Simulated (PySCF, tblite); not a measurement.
# C₃H₈B₂Si: geometry, infrared bands and NMR shifts

What infrared bands and NMR shifts should C₃H₈B₂Si (`BB(C)C#C[SiH3]`) show?

The runs use tblite 0.8.0 and PySCF 2.14.0, with density-fitted response routines of our own; the level of theory stands in each step. All values are computed, except where a source is named. Atoms are numbered from 0 throughout.

**1. Starting geometry**

14 atoms, charge 0, multiplicity 1; geometry from: force field or distance geometry start.

Bonds of the start (Å): B0–B1 1.66, B1–C2 1.56, B1–C3 1.56, C3–C4 1.21, C4–Si5 1.82, B0–H6 1.21, B0–H7 1.21, C2–H8 1.09, C2–H9 1.14, C2–H10 1.14, Si5–H11 1.48, Si5–H12 1.46, Si5–H13 1.49.

**2. Relaxing the molecule with GFN2-xTB**

The job: settings as JSON, then the geometry in Å.

```
{"job": {"kind": "relax", "xc": "GFN2-xTB", "basis": "xTB"}, "charge": 0, "multiplicity": 1}
B     -2.281900     1.105900    -0.231500
B     -1.292700    -0.169100     0.163300
C     -1.907100    -1.406300     0.896000
C      0.251600     0.026000     0.200500
C      1.450100     0.169100     0.223800
Si     3.255200     0.409300     0.194900
H     -2.126300     1.457700    -1.373700
H     -2.178400     2.024800     0.546800
H     -1.222400    -2.126500     1.332000
H     -2.639500    -1.062500     1.695300
H     -2.531300    -1.938500     0.111000
H      3.670000     0.972200    -1.114100
H      3.871900    -0.889900     0.421200
H      3.679900     1.427000     1.192500
```

Command:

```sh
$ OMP_NUM_THREADS=1 python probes_run.py task.json out
```

The driver reads the jobs from task.json and runs them one after another.

**Question.** This job is followed by: GFN2-xTB harmonic vibrations, gas phase; GIAO PBE0/pcSseg-1 NMR shielding, non-relativistic, gas phase. Predict these results of the whole session: strongest single infrared mode (GFN2-xTB); zero-point energy (GFN2-xTB); 13C shifts against TMS (PBE0/pcSseg-1); 1H shifts against TMS (PBE0/pcSseg-1, means over atoms taken as alike); 11B shifts against BF3·OEt2 (PBE0/pcSseg-1); 29Si shifts against TMS (PBE0/pcSseg-1).

**Answer**, as computed:

| quantity | value |
| --- | --- |
| strongest single infrared mode (GFN2-xTB) | 796 cm⁻¹, 522 km/mol |
| zero-point energy (GFN2-xTB) | 57.9 kcal/mol |
| 13C shifts against TMS (PBE0/pcSseg-1) | 153.1, 124.0, 15.2 ppm |
| 1H shifts against TMS (PBE0/pcSseg-1, means over atoms taken as alike) | 9.75, 4.43, 1.24 ppm |
| 11B shifts against BF3·OEt2 (PBE0/pcSseg-1) | 105.9, 86.8 ppm |
| 29Si shifts against TMS (PBE0/pcSseg-1) | -99.3 ppm |

**Reading.** Relaxing lowered the energy by 0.674 eV in 69 steps; the close pair that moved most is B1–C3, from 1.557 to 1.507 Å. The lowest mode is imaginary (70i cm⁻¹), so the xTB geometry is not a minimum. Unscaled tight-binding wavenumbers are off by several per cent, some by more. Its intensities can rank the bands wrongly. At PBE0/pcSseg-1: Shielding is most anisotropic at C3 (span 338 ppm, paramagnetic term -198 ppm).
